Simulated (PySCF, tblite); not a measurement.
**C₅H₂F₄O₂: geometry, infrared bands and NMR shifts**

What infrared bands and NMR shifts should C₅H₂F₄O₂ (`FC1=C(C(F)(F)F)OC=CO1`) show?

Computed with tblite 0.8.0 and PySCF 2.14.0, with density-fitted response routines of our own, on a single molecule in the gas phase. Atoms are numbered from 0 throughout.

### Step 1. The starting structure

13 atoms, charge 0, multiplicity 1; geometry from: force field or distance geometry start.

Bonds of the start (Å): F0–C1 1.37, C1–C2 1.31, C2–C3 1.50, C3–F4 1.40, C3–F5 1.37, C3–F6 1.38, C2–O7 1.40, O7–C8 1.40, C8–C9 1.33, C9–O10 1.39, O10–C1 1.39, C8–H11 1.09, C9–H12 1.08.

### Step 2. Geometry optimisation with GFN2-xTB

The job: settings as JSON, then the geometry in Å.

```
{"job": {"kind": "relax", "xc": "GFN2-xTB", "basis": "xTB"}, "charge": 0, "multiplicity": 1}
F     -1.219100     0.255000     2.051800
C     -0.245600     0.111800     1.105000
C     -0.523500    -0.350300    -0.093800
C     -1.917600    -0.706200    -0.518400
F     -2.800100    -0.509300     0.549500
F     -2.318200     0.128900    -1.532100
F     -2.002900    -2.026900    -0.916400
O      0.461100    -0.509000    -1.080100
C      1.783600    -0.188500    -0.756300
C      2.059700     0.268300     0.464700
O      1.070500     0.428500     1.428700
H      2.583900    -0.299500    -1.487300
H      3.063700     0.536400     0.767000
```

The run is started by

```bash
$ OMP_NUM_THREADS=1 python probes_run.py task.json out
```

This one command runs all jobs of the session in turn.

**Question.** This job is followed by: GFN2-xTB harmonic vibrations, gas phase; GIAO PBE0/pcSseg-1 NMR shielding, non-relativistic, gas phase. What will the session give for the following? strongest single infrared mode (GFN2-xTB); zero-point energy (GFN2-xTB); 13C shifts against TMS (PBE0/pcSseg-1); 1H shifts against TMS (PBE0/pcSseg-1); 19F shifts against CFCl3 (PBE0/pcSseg-1, means over atoms taken as alike); 17O shifts against H2O (PBE0/pcSseg-1).

The runs gave:

| quantity | value |
| --- | --- |
| strongest single infrared mode (GFN2-xTB) | 1261 cm⁻¹, 386 km/mol |
| zero-point energy (GFN2-xTB) | 41.7 kcal/mol |
| 13C shifts against TMS (PBE0/pcSseg-1) | 164.6, 136.7, 132.4, 129.3, 116.6 ppm |
| 1H shifts against TMS (PBE0/pcSseg-1) | 5.75, 5.74 ppm |
| 19F shifts against CFCl3 (PBE0/pcSseg-1, means over atoms taken as alike) | -83.1, -115.7 ppm |
| 17O shifts against H2O (PBE0/pcSseg-1) | 128.5, 90.0 ppm |

**Reading.** The optimisation took 25 steps and gained 0.609 eV; among the close pairs (by a distance rule), C3–F4 changed most, from 1.399 to 1.333 Å. The lowest mode is slightly imaginary (12i cm⁻¹), a soft motion within the noise of the Hessian, so the minimum is not strictly shown. The strongest single mode, at 1261 cm⁻¹, moves mainly C1. Unscaled tight-binding wavenumbers are off by several per cent, some by more. Its intensities can rank the bands wrongly. At PBE0/pcSseg-1: Shielding is most anisotropic at F4, F5, F6 (span 167 ppm, paramagnetic term -217 ppm). NICS(1)zz of 19 ppm above the planar ring from C1 marks a paratropic (antiaromatic) ring current.
